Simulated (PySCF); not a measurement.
Molecule: C2GaFClH, in a box.

```xyz
6
Lattice="14.0000 0.0000 0.0000 0.0000 12.0000 0.0000 0.0000 0.0000 14.0000" Properties=species:S:1:pos:R:3 pbc="T T T"
C     8.2992    6.9274    8.6140
C     7.4182    6.6008    7.8585
Ga    6.0518    6.1094    6.6631
F     4.9483    4.8281    7.0662
Cl    5.7107    7.0089    4.7832
H     9.0777    7.2139    9.2848
```

Base run:

```yaml
Program: PySCF 2.14.0
Functional: wB97X
Potentials_or_basis: pob-tzvp-rev2 (all-electron)
k_mesh: 1 × 1 × 1
Occupations: fixed
Spin: no spin polarisation
```

Its results: gap between the frontier levels 11.83 eV.

Task: The run is repeated on the same cell with these changes: functional from wB97X to PBE. What comes out?

Result: Gap between the frontier levels 5.13 eV.

wB97X gives the wider gap, since exact exchange removes part of the self-interaction.

Caveats: this is a molecule in a periodic box at the Γ point, so its band gap is the HOMO-LUMO gap; relativity is left out, which matters for the heavier elements; the basis of atomic orbitals isn't converged, which shifts pressures, moduli and gaps.

